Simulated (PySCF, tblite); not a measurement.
# C₆H₅BFO₂ radical: geometry, infrared bands and EPR parameters

Aim: predict the infrared bands and EPR parameters of C₆H₅BFO₂ radical (`OB(O)c1c[c]cc(F)c1`).

The runs use tblite 0.8.0 and PySCF 2.14.0, with density-fitted response routines of our own; the level of theory stands in each step. All values are computed, except where a source is named. Atoms are numbered from 0 throughout.

### Step 1. The starting structure

15 atoms, charge 0, multiplicity 2; geometry from: force field or distance geometry start.

Bonds of the start (Å): O0–B1 1.48, B1–O2 1.47, B1–C3 1.58, C3–C4 1.38, C4–C5 1.37, C5–C6 1.40, C6–C7 1.38, C7–F8 1.35, C7–C9 1.40, C9–C3 1.38, O0–H10 0.99, O2–H11 1.01, C4–H12 1.08, C6–H13 1.09, C9–H14 1.10.

### Step 2. Relaxing the molecule with GFN2-xTB

What the job is given:

```
{"job": {"kind": "relax", "xc": "GFN2-xTB", "basis": "xTB"}, "charge": 0, "multiplicity": 2}
O     -2.400200     1.028600     0.977200
B     -1.709400     0.681500    -0.284200
O     -2.597600     0.080700    -1.282900
C     -0.230800     0.131200    -0.206200
C      0.040000    -1.167200    -0.600100
C      1.342200    -1.595000    -0.520300
C      2.340200    -0.738700    -0.032400
C      2.065000     0.551900     0.383700
F      3.060800     1.340900     0.850600
C      0.738700     0.978300     0.293300
H     -2.479600     0.226000     1.559100
H     -3.230800    -0.526700    -0.786700
H     -0.735600    -1.813500    -0.972900
H      3.338900    -1.170500     0.001000
H      0.453700     2.000400     0.599100
```

Started as:

```sh
OMP_NUM_THREADS=1 python probes_run.py task.json out
```

One launch serves the whole session: the jobs run in the order shown.

**Question.** This job is followed by: GFN2-xTB harmonic vibrations, gas phase; UKS B3LYP, pcH-1 on B C F H O, non-relativistic, mean-field spin-orbit, GIAO. Predict these results of the whole session: strongest single infrared mode (GFN2-xTB); zero-point energy (GFN2-xTB); g(iso) (B3LYP); ⟨S²⟩; largest a(iso) (averaged by class); potential on the surface of density 0.002 e/bohr³, 1st and 99th percentile.

**Answer**, as computed:

| quantity | value |
| --- | --- |
| strongest single infrared mode (GFN2-xTB) | 1296 cm⁻¹, 379 km/mol |
| zero-point energy (GFN2-xTB) | 62.2 kcal/mol |
| g(iso) (B3LYP) | 2.00229 |
| ⟨S²⟩ | 0.757 (exact 0.75) |
| largest a(iso) (averaged by class) | 13C on C5, 403.2 MHz |
| potential on the surface of density 0.002 e/bohr³, 1st and 99th percentile | -1.00 V and 2.67 V |

Relaxing lowered the energy by 1.810 eV in 107 steps; the close pair that moved most is O0–B1, from 1.479 to 1.358 Å. No mode is imaginary among the 39: a minimum at this level. The strongest single mode, at 1296 cm⁻¹, moves mainly B1. GFN2-xTB is a fitted tight-binding method: band positions and strengths are rough. Its intensities can rank the bands wrongly. C5 carries the largest spin population, 1.00 e. The isotropic g lies 0.0 ppt below the free-electron value. These values are for one conformer; the search (at its own cheap level) found 1 more, at 1.14 kcal/mol, and measured spectra average over such forms.
